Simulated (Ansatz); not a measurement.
# B2Se: the cost of one run

Program: Ansatz 0.2.0. Level of theory: DFT PBE, scalar-relativistic, plane waves, PAW. These are calculated values, not measurements.

1 further run of the same task is left out (it didn't finish).

### 1 The system as given

It takes space group P6/mmm (No. 191, hexagonal). The conventional cell has a = 3.781 Å, b = 3.781 Å, c = 3.753 Å, α = 90.00°, β = 90.00°, γ = 120.00°. B (site symmetry 6mm) has 1 B at 1.15 Å and 1 Se at 1.30 Å as nearest neighbours. Se (site symmetry 6/mmm) has 2 B at 1.30 Å as nearest neighbours.

Structure file:

```cif
data_structure
_symmetry_space_group_name_H-M 'P 1'
_symmetry_Int_Tables_number 1
_cell_length_a 3.7805
_cell_length_b 3.7805
_cell_length_c 3.7534
_cell_angle_alpha 90.000
_cell_angle_beta 90.000
_cell_angle_gamma 120.000
_cell_volume 46.46
loop_
_atom_site_label
_atom_site_type_symbol
_atom_site_fract_x
_atom_site_fract_y
_atom_site_fract_z
_atom_site_occupancy
B1 B 0.00000 0.00000 0.84706 1
B2 B 0.00000 0.00000 0.15294 1
Se1 Se 0.00000 0.00000 0.50000 1
```

The cell is invented: random cell by space group and Wyckoff sites (P6/mmm, No. 191). Its size is a rough estimate.

### 2 Probe: one point on a coarse mesh

The input, input.yaml:

```yaml
crystal:
  lattice:
    - [3.78053313, 0.0, 0.0]
    - [-1.89026656, 3.27403773, 0.0]
    - [0.0, 0.0, 3.75340706]
  atoms:
    - { symbol: B, position: [0.0, 0.0, 0.84705858] }
    - { symbol: B, position: [0.0, 0.0, 0.15294142] }
    - { symbol: Se, position: [0.0, 0.0, 0.5] }
basis:
  ecutwfc: 420
kpoints:
  mp_grid: { grid: [6, 6, 4] }
hamiltonian:
  xc: pbe
scf:
  occupations: { method: gaussian, width: 0.1 }
  lower_state_search: "off"
output:
  forces: true
  stress: true
  eigenvalues: true
```

Launch:

```
$ ansatz run input.yaml --threads 1 --pin off --max-ram 2560MiB --backend cpu --events-out ev --progress --plain --runs-dir out
```

**Question.** How long does this run take on 1 thread of Arm Neoverse N1, shared host, and how much memory does it need?

About 2.1 s, with a peak of 0.29 GiB.
